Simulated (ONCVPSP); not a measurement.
# Neodymium: generating and testing an ONCV potential

Task: generate the file, and judge it by its errors in other configurations, its logarithmic derivatives, its ghosts and its cutoff.

Program: ONCVPSP 4.0.1.1 (patched build). Reference atom: PBE, scalar-relativistic, spherical and spin-unpolarised. All values are calculated.

## (1) The atom and the settings

The settings as typed:

```json
{
 "element": "neodymium (Nd, Z = 60)",
 "type": "optimised norm-conserving Vanderbilt (ONCV)",
 "frozen core": "[Kr]",
 "valence charge": "24",
 "reference configuration": "4d10 4f3 5s2 5p6 5d1 6s2",
 "partial waves": "5s+6s: rc 2.35 bohr, ncon 4, nbas 9, qcut 4.9 1/bohr, 2 projectors; 5p: rc 2.85 bohr, ncon 3, nbas 7, qcut 4.2 1/bohr, 1 projector; 4d+5d: rc 1.00 bohr, ncon 4, nbas 9, qcut 16.8 1/bohr, 2 projectors; 4f: rc 1.05 bohr, ncon 4, nbas 8, qcut 17.7 1/bohr, 2 projectors, debl 2.6 Ha",
 "local potential": "polynomial inside 0.95 bohr (lpopt 5, dvloc0 2 Ha)",
 "core correction": "Teter function, fcfact 1.5, rcfact 1.05"
}
```

The outer shells as boxes (Hund's rule for the drawing; the calculation is spin-unpolarised):

```
[Kr] core
4d [↑↓][↑↓][↑↓][↑↓][↑↓]
4f [↑ ][↑ ][↑ ][  ][  ][  ][  ]
5s [↑↓]
5p [↑↓][↑↓][↑↓]
5d [↑ ][  ][  ][  ][  ]
6s [↑↓]
```

The nodes and maxima of the atom's own shells, from an earlier all-electron run, set the scale for the radii.

All-electron outer shells of the reference configuration (PBE, scalar-relativistic, ld1.x):

```json
{"shell": "4p", "level (eV)": "-232.73", "outermost node (bohr)": "0.32", "outermost maximum (bohr)": "0.59"}
{"shell": "4d", "level (eV)": "-123.13", "outermost node (bohr)": "0.29", "outermost maximum (bohr)": "0.62"}
{"shell": "5s", "level (eV)": "-43.70", "outermost node (bohr)": "0.72", "outermost maximum (bohr)": "1.31"}
{"shell": "5p", "level (eV)": "-24.67", "outermost node (bohr)": "0.77", "outermost maximum (bohr)": "1.48"}
{"shell": "4f", "level (eV)": "-6.90", "outermost node (bohr)": "–", "outermost maximum (bohr)": "0.65"}
{"shell": "6s", "level (eV)": "-3.87", "outermost node (bohr)": "1.74", "outermost maximum (bohr)": "3.60"}
{"shell": "5d", "level (eV)": "-2.92", "outermost node (bohr)": "0.87", "outermost maximum (bohr)": "2.08"}
{"shell": "6p", "level (eV)": "-1.34", "outermost node (bohr)": "2.07", "outermost maximum (bohr)": "4.74"}
```

## (2) Generation

Contents of Nd.dat:

```
# ATOM AND REFERENCE CONFIGURATION
# atsym  z   nc   nv     iexc    psfile
  Nd 60.00    8    6        4      upf
#
#   n    l    f
    1    0    2.00
    2    0    2.00
    2    1    6.00
    3    0    2.00
    3    1    6.00
    3    2   10.00
    4    0    2.00
    4    1    6.00
    4    2   10.00
    4    3    3.00
    5    0    2.00
    5    1    6.00
    5    2    1.00
    6    0    2.00
#
# PSEUDOPOTENTIAL AND OPTIMIZATION
# lmax
    3
#
#   l,   rc,      ep,       ncon, nbas, qcut
    0    2.35    0.00    4    9    4.90
    1    2.85    0.00    3    7    4.20
    2    1.00    0.00    4    9   16.80
    3    1.05    0.00    4    8   17.70
#
# LOCAL POTENTIAL
# lloc, lpopt,  rc(5),   dvloc0
    4    5    0.95    2.00
#
# VANDERBILT-KLEINMAN-BYLANDER PROJECTORs
# l, nproj, debl
    0    2    0.40
    1    1    3.00
    2    2    2.20
    3    2    2.60
#
# MODEL CORE CHARGE
# icmod, fcfact, rcfact
    3    1.50    1.05
#
# LOG DERIVATIVE ANALYSIS
# epsh1, epsh2, depsh
   -6.00    5.00    0.04
#
# OUTPUT GRID
# rlmax, drl
    6.00    0.01
#
# TEST CONFIGURATIONS
# ncnf
    4
# nvcnf
#   n    l    f
    6
    4    2   10.00
    4    3    4.00
    5    0    2.00
    5    1    6.00
    5    2    0.00
    6    0    2.00
#
    6
    4    2   10.00
    4    3    4.00
    5    0    2.00
    5    1    6.00
    5    2    0.00
    6    0    1.00
#
    6
    4    2   10.00
    4    3    4.00
    5    0    2.00
    5    1    6.00
    5    2    0.00
    6    0    0.00
#
    7
    4    2   10.00
    4    3    4.00
    5    0    2.00
    5    1    6.00
    5    2    0.00
    6    0    0.00
    6    1    1.00
#
```

On the command line:

```console
oncvpsp.x < Nd.dat > Nd.out
```

**Question.** What will these runs give? Wanted: cutoffs for 1 and 0.1 mHa per electron, occupied waves; bound ghosts; GHOST(+) flags; largest test error; largest phase difference near zero energy, channels read; rms error of d²Exc/dn², without and with the model core.

The runs gave:

```
                                                quantity                                                     value
  cutoffs for 1 and 0.1 mHa per electron, occupied waves                                         120 Ha and 133 Ha
                                            bound ghosts                           s at -201.31 eV, p at -64.08 eV
                                          GHOST(+) flags                                        none at low energy
                            largest test error (AE − PS)  -124 meV, for 4d10 4f4 5s2 5p6 5d0 6s1 (1 test unsolved)
largest phase difference near zero energy, channels read                                                 0.060 rad
 rms error of d²Exc/dn², without and with the model core                                         4.30 and 3.89 mHa
```

What this shows: It has a bound ghost (s, p), a state that the atom doesn't have, and that rules the file out. The worst unpolarised test, 4d10 4f4 5s2 5p6 5d0 6s1, is off by 124 meV on 4.0 eV; by total energies transferability rates as poor. Of the tests 1 gave no usable energy difference, which is a warning in itself. By its cutoff, 120 Ha for the looser tolerance, it is very hard. At the looser tolerance the 4f wave is the slowest; 4d needs 91 Ha. Near zero energy the largest phase difference among the channels read is 0.06 rad, in the p channel (at the energies tabulated). The pseudo curves have a pole with no partner nearby in the atom's: p at -2.32 Ha.
